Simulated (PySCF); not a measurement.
**C13H12: NMR shifts at several levels of theory, part 1 of 2**

Aim: compute the NMR shifts of C13H12 (`Cc1ccc(-c2ccccc2)cc1`) at several levels, and see how far they spread and what each costs.

The runs use PySCF 2.14.0, with density-fitted response routines of our own; the level of theory stands in each step. All values are computed, except where a source is named. Atoms count from 0, in the outputs and in this text.

### Step 1. The starting structure

25 atoms, charge 0, multiplicity 1; geometry from: GFN2-xTB.

Bonds of the start (Å): C0–C1 1.50, C1–C2 1.39, C2–C3 1.38, C3–C4 1.39, C4–C5 1.47, C5–C6 1.39, C6–C7 1.38, C7–C8 1.38, C8–C9 1.38, C9–C10 1.38, C4–C11 1.39, C11–C12 1.38, C12–C1 1.39, C10–C5 1.39, C0–H13 1.09, C0–H14 1.09, C0–H15 1.09, C2–H16 1.08, C3–H17 1.08, C6–H18 1.08, C7–H19 1.08, C8–H20 1.08, C9–H21 1.08, C10–H22 1.08, C11–H23 1.08, C12–H24 1.08.

### Step 2. Geometry optimisation at PBE0-D3(BJ)/def2-SVP

What the job is given:

```
{"job": {"xc": "PBE0", "basis": "def2-SVP", "d3": "d3bj", "grid": 1, "kind": "geom"}, "charge": 0, "multiplicity": 1}
C      4.607140     0.045610     0.103080
C      3.109370     0.046200     0.058500
C      2.368530     0.603660     1.093970
C      0.987890     0.582450     1.070820
C      0.303100     0.004210     0.004900
C     -1.166590    -0.017480    -0.023230
C     -1.857150     0.258690    -1.200900
C     -3.239200     0.245230    -1.226950
C     -3.954660    -0.048310    -0.078230
C     -3.278540    -0.329600     1.097140
C     -1.896370    -0.313350     1.125810
C      1.045170    -0.549710    -1.034840
C      2.426300    -0.529660    -1.005050
H      4.961310    -0.802480     0.690700
H      5.027090    -0.037160    -0.896860
H      4.981120     0.954210     0.570090
H      2.882610     1.061660     1.927400
H      0.430840     1.038460     1.876440
H     -1.304060     0.505520    -2.095690
H     -3.761850     0.466690    -2.146430
H     -5.034740    -0.058820    -0.098730
H     -3.832350    -0.564690     1.994830
H     -1.374340    -0.551650     2.041500
H      0.534860    -1.018630    -1.863910
H      2.984070    -0.968600    -1.820840
```

The program printed:

```text
step   0  E = -501.68952998  max force = 0.009801
step   1  E = -501.69190119  max force = 0.003446
step   2  E = -501.69189244  max force = 0.003174
step   3  E = -501.69211722  max force = 0.001210
step   4  E = -501.69209706  max force = 0.002295
step   5  E = -501.69214350  max force = 0.000162
step   6  E = -501.69214824  max force = 0.000166
optimisation converged
```

Wall time 2.4 min (8 threads of Arm Neoverse V2, shared host).

Step by step:

| step | energy from step 0 (eV) | largest force component (eV/Å) |
| --- | --- | --- |
| 0 | 0.0000 | 0.5040 |
| 1 | -0.0645 | 0.1772 |
| 2 | -0.0643 | 0.1632 |
| 3 | -0.0704 | 0.0622 |
| 4 | -0.0699 | 0.1180 |
| 5 | -0.0711 | 0.0083 |
| 6 | -0.0712 | 0.0085 |

Distances of close pairs at the start and the end, largest changes first:

| bond | before (Å) | after (Å) | change (Å) |
| --- | --- | --- | --- |
| C2–H16 | 1.081 | 1.094 | +0.013 |
| C12–H24 | 1.081 | 1.094 | +0.012 |
| C3–H17 | 1.080 | 1.093 | +0.012 |
| C0–H13 | 1.091 | 1.103 | +0.012 |
| C7–H19 | 1.081 | 1.093 | +0.012 |
| C8–H20 | 1.080 | 1.093 | +0.012 |
| C0–H15 | 1.088 | 1.100 | +0.012 |
| C9–H21 | 1.081 | 1.093 | +0.012 |

The final coordinates are the input of the step that follows.

| at the end point | value |
| --- | --- |
| point group (found at 0.08 Å tolerance) | C1 |
| rotational constants (GHz, main isotopes) | 2.823, 0.397, 0.358 |
| dipole moment (D) | 0.55 |

### Step 3. NMR shieldings: PBE0/pcSseg-1

What the job is given:

```
{"job": {"kind": "nmr", "xc": "PBE0", "basis": "pcSseg-1", "pop": false}, "charge": 0, "multiplicity": 1}
C      4.640031     0.043331     0.113028
C      3.140269     0.047916     0.062368
C      2.384783     0.571709     1.118342
C      0.994655     0.550514     1.091194
C      0.300465     0.005354     0.001579
C     -1.178531    -0.015456    -0.028621
C     -1.880814     0.216141    -1.220747
C     -3.272725     0.195676    -1.247156
C     -3.994444    -0.055729    -0.081172
C     -3.310102    -0.287076     1.111208
C     -1.918242    -0.267411     1.136458
C      1.056397    -0.514915    -1.057759
C      2.447298    -0.492737    -1.026288
H      5.013351    -0.829180     0.675432
H      5.078559    -0.004655    -0.894104
H      5.029476     0.942186     0.613656
H      2.897343     1.015702     1.976578
H      0.433668     0.990518     1.919239
H     -1.325252     0.439674    -2.134640
H     -3.798660     0.387315    -2.185707
H     -5.086683    -0.071259    -0.101609
H     -3.865007    -0.493975     2.029630
H     -1.390980    -0.474809     2.070702
H      0.545216    -0.964403    -1.912505
H      3.009477    -0.911982    -1.865587
```

Level: GIAO PBE0/pcSseg-1 NMR shielding, non-relativistic, gas phase.

The program printed:

```text
coarse grid: 21560 points
cycle   1  E = -501.8181380997  dE =  2.186e+00  |g| = 4.381e-01  |ddm| = 5.052e+00
cycle   2  E = -501.8265722313  dE = -8.434e-03  |g| = 4.276e-01  |ddm| = 1.259e+00
cycle   3  E = -501.8751311418  dE = -4.856e-02  |g| = 3.747e-02  |ddm| = 5.189e-01
cycle   4  E = -501.8748374398  dE =  2.937e-04  |g| = 4.819e-02  |ddm| = 9.254e-02
cycle   5  E = -501.8754923006  dE = -6.549e-04  |g| = 5.623e-03  |ddm| = 5.910e-02
cycle   6  E = -501.8755001617  dE = -7.861e-06  |g| = 1.193e-03  |ddm| = 6.682e-03
final grid: 210168 points
cycle   7  E = -501.9526221498  dE = -5.832e-05  |g| = 8.929e-03  |ddm| = 6.764e-02
cycle   8  E = -501.9526226758  dE = -5.259e-07  |g| = 8.987e-03  |ddm| = 2.263e-02
cycle   9  E = -501.9526443308  dE = -2.166e-05  |g| = 5.983e-04  |ddm| = 1.137e-02
cycle  10  E = -501.9526443833  dE = -5.251e-08  |g| = 3.807e-04  |ddm| = 9.663e-04
cycle  11  E = -501.9526444211  dE = -3.784e-08  |g| = 9.049e-05  |ddm| = 4.507e-04
cycle  12  E = -501.9526444228  dE = -1.644e-09  |g| = 4.770e-05  |ddm| = 1.433e-04
cycle  13  E = -501.9526444234  dE = -5.807e-10  |g| = 8.240e-06  |ddm| = 5.346e-05
converged SCF energy = -501.9526444234

GIAO shielding tensors (ppm)
atom      isotropic    diamagn.    paramagn.     s11        s22        s33       span
  0 C      161.419     240.053     -78.634    140.900    155.648    187.709     46.809
  1 C       42.367     264.762    -222.395    -62.607     14.269    175.439    238.046
  2 C       49.575     254.345    -204.770    -55.824     43.366    161.182    217.006
  3 C       51.268     253.631    -202.363    -51.763     40.780    164.785    216.548
  4 C       39.775     258.432    -218.657    -50.285      1.959    167.651    217.936
  5 C       36.966     256.806    -219.839    -56.208     -0.418    167.525    223.733
  6 C       51.543     251.864    -200.321    -52.130     39.985    166.774    218.904
  7 C       50.243     253.935    -203.692    -61.035     37.831    173.934    234.969
  8 C       51.987     254.522    -202.535    -59.182     39.654    175.489    234.671
  9 C       50.225     253.932    -203.708    -61.099     37.858    173.916    235.015
 10 C       51.437     251.908    -200.471    -52.429     40.113    166.627    219.056
 11 C       51.395     253.661    -202.265    -51.250     40.451    164.984    216.234
 12 C       49.554     254.351    -204.797    -55.480     45.119    159.022    214.502
 13 H       28.562      24.650       3.912     25.002     25.927     34.758      9.756
 14 H       29.037      25.788       3.249     23.989     28.536     34.586     10.597
 15 H       28.897      25.404       3.494     24.012     28.179     34.501     10.490
 16 H       23.871      33.049      -9.178     20.001     23.414     28.198      8.196
 17 H       23.707      34.664     -10.957     18.878     23.051     29.192     10.314
 18 H       23.671      34.186     -10.516     18.866     22.798     29.348     10.482
 19 H       23.728      29.129      -5.401     20.161     24.217     26.808      6.647
 20 H       23.833      27.578      -3.745     20.546     24.582     26.372      5.826
 21 H       23.725      29.148      -5.422     20.158     24.208     26.809      6.651
 22 H       23.657      34.194     -10.536     18.848     22.770     29.354     10.506
 23 H       23.726      34.681     -10.954     18.929     23.085     29.165     10.236
 24 H       23.895      33.095      -9.201     20.009     23.574     28.101      8.092
```

It took 55 s on 8 threads of Arm Neoverse V2, shared host.

The references, computed at this level on geometries of the same kind, shield at (ppm): 1H TMS 31.27, 13C TMS 184.4. Their shielding less the atom's gives the shift. The references are single molecules in the gas phase. Atoms listed in one row are averaged.

| atoms | environment | σ (ppm) | δ (ppm) | δ scaled to CDCl3 |
| --- | --- | --- | --- | --- |
| C5 | substituted aromatic carbon | 37.0 | 147.4 | 142.7 |
| C4 | substituted aromatic carbon | 39.8 | 144.6 | 139.9 |
| C1 | substituted aromatic carbon | 42.4 | 142.0 | 137.4 |
| C2, C12 | aromatic CH | 49.6 | 134.8 | 130.4 |
| C7, C9 | aromatic CH | 50.2 | 134.2 | 129.8 |
| C3, C11 | aromatic CH | 51.3 | 133.1 | 128.7 |
| C6, C10 | aromatic CH | 51.5 | 132.9 | 128.6 |
| C8 | aromatic CH | 52.0 | 132.4 | 128.1 |
| C0 | methyl carbon on an aromatic ring | 161.4 | 23.0 | 21.8 |
| H18, H22 | hydrogen on an aromatic CH | 23.66 | 7.60 | 7.42 |
| H17, H23 | hydrogen on an aromatic CH | 23.72 | 7.55 | 7.37 |
| H19, H21 | hydrogen on an aromatic CH | 23.73 | 7.54 | 7.36 |
| H20 | hydrogen on an aromatic CH | 23.83 | 7.43 | 7.26 |
| H16, H24 | hydrogen on an aromatic CH | 23.88 | 7.38 | 7.21 |
| H13, H14, H15 | hydrogen on a methyl carbon on an aromatic ring | 28.83 | 2.43 | 2.52 |

The scaled column applies a straight-line fit of computed shieldings to shifts measured in CDCl3 (root-mean-square error 0.21 ppm for H, 2.0 ppm for C).

Ring of atoms C1, C2, C3, C4, C11, C12: NICS(0) -8.0, NICS(1) -10.6, NICS(1)zz -26.2 ppm (means of both faces).

Ring of atoms C5, C6, C7, C8, C9, C10: NICS(0) -8.1, NICS(1) -10.8, NICS(1)zz -27.2 ppm (means of both faces).

### Step 4. Nuclear shieldings: PBE/pcSseg-1

The job, as its differences from that of step 3:

```diff
@@ -1,2 +1,2 @@
-{"job": {"kind": "nmr", "xc": "PBE0", "basis": "pcSseg-1", "pop": false}, "charge": 0, "multiplicity": 1}
+{"job": {"kind": "nmr", "xc": "PBE", "basis": "pcSseg-1", "pop": false}, "charge": 0, "multiplicity": 1}
 C      4.640031     0.043331     0.113028
```

Method: GIAO PBE/pcSseg-1 NMR shielding, non-relativistic, gas phase.

The program printed:

```text
coarse grid: 21560 points
cycle   1  E = -501.6653592489  dE =  1.653e+00  |g| = 6.759e-01  |ddm| = 5.188e+00
cycle   2  E = -501.5615214449  dE =  1.038e-01  |g| = 9.209e-01  |ddm| = 1.944e+00
cycle   3  E = -501.7981215174  dE = -2.366e-01  |g| = 6.640e-02  |ddm| = 1.249e+00
cycle   4  E = -501.7979207694  dE =  2.007e-04  |g| = 6.702e-02  |ddm| = 1.436e-01
cycle   5  E = -501.7992152784  dE = -1.295e-03  |g| = 1.230e-02  |ddm| = 8.732e-02
cycle   6  E = -501.7992519717  dE = -3.669e-05  |g| = 5.124e-03  |ddm| = 1.627e-02
cycle   7  E = -501.7992581723  dE = -6.201e-06  |g| = 1.211e-03  |ddm| = 5.650e-03
final grid: 210168 points
cycle   8  E = -501.9056731931  dE = -6.567e-05  |g| = 1.546e-02  |ddm| = 9.594e-02
cycle   9  E = -501.9056142332  dE =  5.896e-05  |g| = 2.135e-02  |ddm| = 4.672e-02
cycle  10  E = -501.9057371200  dE = -1.229e-04  |g| = 3.085e-03  |ddm| = 2.828e-02
cycle  11  E = -501.9057395686  dE = -2.449e-06  |g| = 1.019e-03  |ddm| = 4.099e-03
cycle  12  E = -501.9057398504  dE = -2.819e-07  |g| = 3.311e-04  |ddm| = 1.470e-03
cycle  13  E = -501.9057398805  dE = -3.008e-08  |g| = 5.773e-05  |ddm| = 3.855e-04
cycle  14  E = -501.9057398813  dE = -7.587e-10  |g| = 2.876e-05  |ddm| = 8.841e-05
converged SCF energy = -501.9057398813

GIAO shielding tensors (ppm)
atom      isotropic    diamagn.    paramagn.     s11        s22        s33       span
  0 C      156.247     241.668     -85.421    134.512    150.023    184.208     49.696
  1 C       40.175     263.895    -223.720    -60.454     11.723    169.256    229.710
  2 C       47.488     253.267    -205.779    -53.886     41.775    154.576    208.462
  3 C       49.593     253.216    -203.623    -49.442     39.461    158.760    208.202
  4 C       36.956     258.195    -221.239    -48.243     -2.636    161.747    209.990
  5 C       34.315     256.513    -222.199    -53.866     -4.660    161.470    215.337
  6 C       49.727     251.498    -201.771    -50.170     38.518    160.832    211.002
  7 C       48.263     252.816    -204.554    -59.257     36.404    167.641    226.897
  8 C       50.073     253.154    -203.082    -57.617     38.582    169.254    226.871
  9 C       48.248     252.816    -204.568    -59.312     36.435    167.621    226.934
 10 C       49.622     251.543    -201.921    -50.488     38.673    160.679    211.167
 11 C       49.704     253.257    -203.553    -48.949     39.104    158.956    207.905
 12 C       47.411     253.338    -205.926    -53.594     43.555    152.273    205.867
 13 H       28.497      24.989       3.508     25.093     25.989     34.408      9.315
 14 H       29.016      26.034       2.983     24.271     28.592     34.186      9.915
 15 H       28.864      25.624       3.240     24.239     28.230     34.122      9.884
 16 H       23.931      32.972      -9.041     20.341     23.235     28.216      7.875
 17 H       23.785      34.860     -11.076     19.247     22.958     29.149      9.902
 18 H       23.743      34.494     -10.751     19.238     22.687     29.303     10.065
 19 H       23.784      29.104      -5.320     20.448     24.051     26.851      6.403
 20 H       23.889      27.521      -3.632     20.848     24.369     26.450      5.602
 21 H       23.781      29.123      -5.342     20.447     24.043     26.853      6.406
 22 H       23.729      34.501     -10.772     19.221     22.659     29.306     10.086
 23 H       23.802      34.885     -11.083     19.296     22.988     29.123      9.826
 24 H       23.952      33.026      -9.075     20.333     23.405     28.117      7.784
```

It took 35 s on 8 threads of Arm Neoverse V2, shared host.

This run: δ C5 145.7, C4 143.1, C1 139.9, C2 132.6, H18 7.46, H19 7.41 ppm (means over like atoms).

(Continued in part 2 of 2.)
